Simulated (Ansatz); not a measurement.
# C2H5BrOSi: one species, many methods

Aim: compute C2H5BrOSi with functionals from several rungs and with coupled cluster. The yardstick is the atomisation energy at the CCSD(T) limit.

Computed with Ansatz 0.2.0, Gaussian basis. Level: functionals in def2-TZVPP, the program's frozen cores in correlated methods.

Levels to be run: PBE-D4, r2SCAN-D4, PBE0-D4, B3LYP-D4, ωB97X-V, ωB97M-V, B2PLYP; CCSD(T)/def2-TZVPP; MP2/def2-QZVPP; extrapolation to the limit.

## (1) Structure used throughout

All runs share one geometry, relaxed beforehand with PBE0-D4 in a triple-zeta def2 set.

SMILES `BrC1CO[SiH2]1`, 10 atoms, charge 0, spin multiplicity 1.

Atoms are counted from 1 here; the program's logs count them from 0.

Bond lengths: Br1–C2 1.933 Å, C2–C3 1.544 Å, C2–Si5 1.884 Å, C2–H6 1.086 Å, C3–O4 1.444 Å, C3–H7 1.092 Å, C3–H8 1.094 Å, O4–Si5 1.667 Å, Si5–H9 1.483 Å, Si5–H10 1.486 Å. Angles: Br1–C2–C3 115.2°, Br1–C2–Si5 117.9°, Br1–C2–H6 106.7°, C3–C2–Si5 83.0°, C3–C2–H6 114.1°, Si5–C2–H6 118.8°, C2–C3–O4 101.4°, C2–C3–H7 112.8°, C2–C3–H8 112.8°, O4–C3–H7 110.4°, O4–C3–H8 109.8°, H7–C3–H8 109.5°, C3–O4–Si5 94.3°, C2–Si5–O4 81.1°, C2–Si5–H9 116.7°, C2–Si5–H10 118.1°, O4–Si5–H9 115.1°, O4–Si5–H10 113.9° and more.

## (2) PBE-D4 (GGA)

in.yaml reads:

```yaml
crystal:
  periodic: [false, false, false]
  atoms:
    - {symbol: Br, position_ang: [-2.283223, -0.282484, 0.960649]}
    - {symbol: C, position_ang: [-0.363767, -0.164469, 0.762257]}
    - {symbol: C, position_ang: [0.241855, -1.081074, -0.322805]}
    - {symbol: O, position_ang: [0.871711, -0.115920, -1.192988]}
    - {symbol: Si, position_ang: [0.326209, 1.204139, -0.333262]}
    - {symbol: H, position_ang: [0.061363, -0.306934, 1.751890]}
    - {symbol: H, position_ang: [-0.515496, -1.647279, -0.868489]}
    - {symbol: H, position_ang: [0.994335, -1.767527, 0.075076]}
    - {symbol: H, position_ang: [-0.662486, 2.051906, -1.043204]}
    - {symbol: H, position_ang: [1.412700, 2.058442, 0.213875]}
basis:
  gaussian: {orbitals: def2-TZVPP}
hamiltonian: {xc: pbe, dispersion: d4}
output: {forces: true, orbitals: {seedname: orbitals}}
```

On the command line:

```console
$ ansatz run in.yaml --threads 4 --pin off --events-out ev --progress --plain --max-ram 10444MiB
```

The runs that follow: r2SCAN-D4 (meta-GGA); PBE0-D4 (hybrid); B3LYP-D4 (hybrid); ωB97X-V (range-separated); ωB97M-V (range-separated); B2PLYP (double hybrid); CCSD(T) in def2-TZVPP; MP2 in def2-QZVPP.

Q: Predict the results of all the runs planned. Wanted: atomisation energy, CCSD(T)/CBS; farthest; mean size of error, hybrid; mean size of error, range-separated; gap, smallest and largest; T1 diagnostic; triples share of the correlation energy.

As calculated:

| quantity | value |
| --- | --- |
| atomisation energy, CCSD(T)/CBS | 3641.7 kJ/mol |
| functionals within 36.4 kJ/mol (1.0 %) | r2SCAN-D4, PBE0-D4, B3LYP-D4, ωB97X-V, ωB97M-V |
| farthest | PBE-D4 (+65.7 kJ/mol) |
| mean size of error, hybrid | 14.3 kJ/mol |
| mean size of error, range-separated | 4.5 kJ/mol |
| gap, smallest and largest | 5.01 eV (PBE-D4), 11.53 eV (ωB97X-V) |
| T1 diagnostic | 0.0100 |
| triples share of the correlation energy | 3.8 % |

PBE-D4 is off by +65.7 kJ/mol. Double hybrids carry the basis error of their MP2 part in triple zeta, and no dispersion term here, so their miss is partly the set-up's. The reference freezes the cores and leaves out relativity and excitations past (T), and its outer-core shells are covered unevenly, so misses under about 36.4 kJ/mol can't be ranked. All levels share the lack of spin-orbit coupling, which lowers the free heavy atoms and so the true binding. Hartree-Fock recovers 71 % of the binding; the rest is correlation. Orbital gaps span 5.0 to 11.5 eV; exact exchange widens them. Correlated methods include outer-core shells of Br, which these sets cover unevenly.
